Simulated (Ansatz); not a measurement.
# CH11NOSi2: the cost of one run

Method: RKS PBE0-D4/def2-SVP, in Ansatz 0.2.0.

## Step 1: Starting point

Bond lengths: Si1–N2 2.121 Å, N2–C3 1.440 Å, Si1–H4 1.467 Å, Si1–H5 1.502 Å, Si1–Si6 2.299 Å, Si1–O8 2.071 Å, N2–H9 1.010 Å, C3–H10 1.094 Å, C3–H11 1.088 Å, C3–H12 1.095 Å, Si6–H13 1.468 Å, Si6–H14 1.471 Å, Si6–H15 1.467 Å, O8–H16 0.957 Å. Angles (14 of 26 angles, heavy atoms first): Si1–N2–C3 116.9°, N2–Si1–Si6 112.8°, N2–Si1–O8 70.2°, Si6–Si1–O8 83.2°, Si1–N2–H9 113.1°, C3–N2–H9 111.8°, N2–Si1–H4 107.8°, N2–Si1–H5 91.0°, H4–Si1–Si6 131.2°, H4–Si1–O8 86.2°, H5–Si1–Si6 106.4°, H5–Si1–O8 161.1°, N2–C3–H10 111.4°, N2–C3–H11 108.6°.

Coordinates:

```xyz
16

Si   -0.0049    0.3606    1.1637
N    -0.9969    0.8298   -0.6516
C    -1.4645   -0.2783   -1.4430
H     0.0619    1.5857    1.9685
H    -1.2677   -0.2175    1.7351
Si    1.4703   -1.3886    0.9462
H     0.2482    1.2843   -0.8445
O     1.3079    1.3047   -0.1305
H    -1.7078    1.5393   -0.5434
H    -1.8119    0.0514   -2.4269
H    -0.6420   -0.9766   -1.5820
H    -2.2838   -0.8129   -0.9518
H     2.6670   -1.1895    1.7731
H     0.8838   -2.6569    1.4060
H     1.9409   -1.6419   -0.4195
H     1.5996    2.2063    0.0007
```

## Step 2: Pulling towards end A

Springs on the bonds that form and break draw the guess towards this end; the thresholds are loose.

Contents of input.yaml:

```yaml
crystal:
  periodic: [false, false, false]
  atoms:
    - { symbol: Si, position_ang: [-0.0049, 0.3606, 1.1637] }
    - { symbol: "N", position_ang: [-0.9969, 0.8298, -0.6516] }
    - { symbol: C, position_ang: [-1.4645, -0.2783, -1.443] }
    - { symbol: H, position_ang: [0.0619, 1.5857, 1.9685] }
    - { symbol: H, position_ang: [-1.2677, -0.2175, 1.7351] }
    - { symbol: Si, position_ang: [1.4703, -1.3886, 0.9462] }
    - { symbol: H, position_ang: [0.2482, 1.2843, -0.8445] }
    - { symbol: O, position_ang: [1.3079, 1.3047, -0.1305] }
    - { symbol: H, position_ang: [-1.7078, 1.5393, -0.5434] }
    - { symbol: H, position_ang: [-1.8119, 0.0514, -2.4269] }
    - { symbol: H, position_ang: [-0.642, -0.9766, -1.582] }
    - { symbol: H, position_ang: [-2.2838, -0.8129, -0.9518] }
    - { symbol: H, position_ang: [2.667, -1.1895, 1.7731] }
    - { symbol: H, position_ang: [0.8838, -2.6569, 1.406] }
    - { symbol: H, position_ang: [1.9409, -1.6419, -0.4195] }
    - { symbol: H, position_ang: [1.5996, 2.2063, 0.0007] }
basis:
  gaussian: { orbitals: def2-SVP }
hamiltonian:
  xc: pbe0
  dispersion: d4
relax:
  f_tol: 0.15
  max_steps: 25
  restrain:
    - { distance: [0, 7], at: 3.07, k: 30.0 }
    - { distance: [6, 1], at: 2.32, k: 30.0 }
    - { distance: [0, 1], at: 1.82, k: 30.0 }
    - { distance: [6, 7], at: 0.97, k: 30.0 }
```

Run with:

```bash
$ ansatz run input.yaml --threads 4 --pin off --max-ram 5120MiB --backend cpu --events-out ev --progress --plain --runs-dir out
```

Q: Estimate wall time and peak memory on 4 threads of Arm Neoverse N1, shared host.

About 40 s, with a peak of 0.34 GiB.
